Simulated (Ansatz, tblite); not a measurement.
# B6As6 wurtzite hole sphere (B₆As₆): one state, many levels

Aim: run the singlet of B6As6 wurtzite hole sphere (B₆As₆) at one geometry on many levels, and compare frontier levels, spin and run time.

Method: as each input shows; program: Ansatz 0.2.0, Gaussian basis.

Levels to be run: GFN1-xTB, GFN2-xTB, PBE-D4/def2-TZVP, r2SCAN-D4/def2-TZVP, LDA/def2-TZVP, B97M-V/def2-TZVP, LC-ωPBE/def2-TZVP, PBE-D4/def2-SVP, PBE0-D4/def2-SVP, CCSD(T)/def2-SVP, MP2/def2-TZVP, RPA/def2-TZVP.

## Step 1: The relaxed structure

The singlet was relaxed beforehand with PBE-D4/def2-SVP.

12 atoms, charge 0, spin multiplicity 1.

Bond lengths: B1–As2 2.016 Å, B1–B5 1.773 Å, B1–As7 2.016 Å, B1–B9 1.773 Å, As2–B4 2.107 Å, As2–B5 2.028 Å, As3–B4 2.335 Å, As3–As6 2.475 Å, As3–B8 2.338 Å, As3–As11 2.476 Å, B4–As6 2.015 Å, B4–B8 1.816 Å, B4–B12 1.869 Å, B5–B9 1.754 Å, B5–As10 2.025 Å, As6–B12 2.175 Å, As7–B8 2.107 Å, As7–B9 2.028 Å and more. Angles: As2–B1–B5 64.4°, As2–B1–As7 171.1°, As2–B1–B9 123.6°, B5–B1–As7 123.6°, B5–B1–B9 59.3°, As7–B1–B9 64.4°, B1–As2–B4 59.1°, B1–As2–B5 52.0°, B4–As2–B5 59.4°, B4–As3–As6 49.4°, B4–As3–B8 45.7°, B4–As3–As11 83.3°, As6–As3–B8 83.3°, As6–As3–As11 86.7°, B8–As3–As11 49.4°, As2–B4–As3 148.9°, As2–B4–As6 122.4°, As2–B4–B8 121.5° and more.

PBE0-D4/def2-TZVP was run before; its log isn't repeated, and its numbers join the tables.

## Step 2: GFN1-xTB

Tight binding, by tblite at 300 K electronic temperature and without a spin-polarisation term:

```python
tblite.interface.Calculator('GFN1-xTB', numbers, positions, charge=0, uhf=0).singlepoint()
```

Energy -614.5362 eV, HOMO -8.48 eV, LUMO -6.89 eV; 0.034 s.

## Step 3: GFN2-xTB

Tight binding, by tblite at 300 K electronic temperature and without a spin-polarisation term:

```python
tblite.interface.Calculator('GFN2-xTB', numbers, positions, charge=0, uhf=0).singlepoint()
```

Energy -581.6802 eV, HOMO -7.21 eV, LUMO -5.54 eV; 0.033 s.

## Step 4: PBE-D4/def2-TZVP

start.molden holds the orbitals of an earlier run on this state, given as this run's starting guess.

File in.yaml:

```yaml
crystal:
  periodic: [false, false, false]
  atoms:
    - {symbol: B, position_ang: [-0.007928, -1.009687, -1.356890]}
    - {symbol: As, position_ang: [-2.017572, -1.146977, -1.281125]}
    - {symbol: As, position_ang: [0.006189, -1.126485, 2.490260]}
    - {symbol: B, position_ang: [-0.907002, -0.570758, 0.414742]}
    - {symbol: B, position_ang: [-0.881189, 0.532829, -1.311756]}
    - {symbol: As, position_ang: [-1.689314, 0.569800, 1.880425]}
    - {symbol: As, position_ang: [2.001766, -1.155973, -1.298958]}
    - {symbol: B, position_ang: [0.909104, -0.573740, 0.405755]}
    - {symbol: B, position_ang: [0.872743, 0.528994, -1.320778]}
    - {symbol: As, position_ang: [0.000827, 2.341960, -1.092069]}
    - {symbol: As, position_ang: [1.707387, 0.560171, 1.866340]}
    - {symbol: B, position_ang: [0.004999, 1.049856, 0.604065]}
basis:
  gaussian: {orbitals: def2-TZVP, fitting: {mean_field: def2-universal-jkfit}, initial_orbitals: start.molden}
hamiltonian: {xc: pbe, dispersion: d4}
scf: {omitted_lower_state_checks: [starts]}
output: {orbitals: {seedname: orbitals}}
```

The run is started by

```bash
ansatz run in.yaml --threads 2 --pin off --events-out ev --progress --plain --max-ram 32768MiB --backend cuda --devices 0, --max-vram 18GiB
```

After this run come: r2SCAN-D4/def2-TZVP; LDA/def2-TZVP; B97M-V/def2-TZVP; LC-ωPBE/def2-TZVP; PBE-D4/def2-SVP; PBE0-D4/def2-SVP; CCSD(T)/def2-SVP; MP2/def2-TZVP; RPA/def2-TZVP.

Q: Predict the results of all the runs planned. Wanted: gap in def2-TZVP, named functionals, smallest and largest; correlation energy, CCSD(T)/def2-SVP; correlation energy, MP2/def2-TZVP; binding an atom, CCSD(T)/def2-SVP; PBE0 total energy, smallest basis above largest.

As calculated:

```
                                                 quantity                             value
gap in def2-TZVP, named functionals, smallest and largest  1.53 eV (LDA), 6.90 eV (LC-ωPBE)
                     correlation energy, CCSD(T)/def2-SVP                         -55.26 eV
                        correlation energy, MP2/def2-TZVP                         -62.61 eV
                        binding an atom, CCSD(T)/def2-SVP                          3.386 eV
          PBE0 total energy, smallest basis above largest    48.85 eV (def2-SVP, def2-TZVP)
```

What this shows: Over the named functionals in def2-TZVP the gap runs from 1.53 eV (LDA) to 6.90 eV (LC-ωPBE); exact exchange widens it. The functionals in def2-TZVP miss CCSD(T)/def2-SVP by +0.362 (LC-ωPBE) to +1.406 eV (LDA) an atom. The yardstick is in a double-zeta basis, so levels in larger sets aren't compared like for like. The reference is CCSD(T) in one finite basis, so it carries an error of its own, often a tenth of an eV or more, and near misses can't be ranked.
